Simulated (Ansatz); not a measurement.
# ScBiTe3S: the cost of one run

Program: Ansatz 0.2.0. Level of theory: DFT PBE, scalar-relativistic, plane waves, PAW. These are calculated values, not measurements.

### 1 The structure to begin with

It takes space group P-6m2 (No. 187, hexagonal). The conventional cell has a = 6.563 Å, b = 6.563 Å, c = 4.826 Å, α = 90.00°, β = 90.00°, γ = 120.00°. Around Sc (site symmetry -6m2) lie 6 Te at 3.06 Å. Bi (site symmetry -6m2) has 3 Sc at 3.79 Å and 3 S at 3.79 Å and 12 Te at 4.07 Å as nearest neighbours. Around Te (site symmetry mm2) lie 2 Sc at 3.06 Å and 2 S at 3.07 Å and 4 Te at 3.27 to 3.30 Å and 4 Bi at 4.07 Å. Around S (site symmetry -6m2) lie 6 Te at 3.07 Å and 3 Bi at 3.79 Å and 3 Sc at 3.79 Å.

Coordinates:

```xyz
6
Lattice="6.5633 0.0000 0.0000 -3.2816 5.6839 0.0000 0.0000 0.0000 4.8256" Properties=species:S:1:pos:R:3 pbc="T T T"
Sc    0.0000    3.7893    0.0000
Bi    3.2816    1.8946    0.0000
Te    1.6329    4.7320    2.4128
Te   -1.6329    4.7320    2.4128
Te    0.0000    1.9038    2.4128
S     0.0000    0.0000    0.0000
```

A structure generator made this guess: species swapped into a database cell of LaAlCuNi3 (P-6m2, No. 187), with Bi on the La sites, S on the Al sites, Sc on the Cu sites and Te on the Ni sites. The dimensions are guesses.

### 2 The guess as it stands, on a coarse mesh

The input, input.yaml:

```yaml
crystal:
  lattice:
    - [6.56325795, 0.0, 0.0]
    - [-3.28162898, 5.68394812, 0.0]
    - [0.0, 0.0, 4.82560747]
  atoms:
    - { symbol: Sc, position: [0.33333333, 0.66666667, 0.0] }
    - { symbol: Bi, position: [0.66666667, 0.33333333, 0.0] }
    - { symbol: Te, position: [0.66505067, 0.83252533, 0.5] }
    - { symbol: Te, position: [0.16747467, 0.83252533, 0.5] }
    - { symbol: Te, position: [0.16747467, 0.33494933, 0.5] }
    - { symbol: S, position: [0.0, 0.0, 0.0] }
basis:
  ecutwfc: 420
kpoints:
  mp_grid: { grid: [3, 3, 4] }
hamiltonian:
  xc: pbe
scf:
  occupations: { method: gaussian, width: 0.1 }
  lower_state_search: "off"
output:
  forces: true
  stress: true
  eigenvalues: true
```

The run is started by

```console
$ ansatz run input.yaml --threads 1 --pin off --max-ram 2560MiB --backend cpu --events-out ev --progress --plain --runs-dir out
```

What time and memory should one allow on 1 thread of Intel Xeon 6975P-C (Granite Rapids), shared host?

About 6.5 s, with a peak of 0.47 GiB.
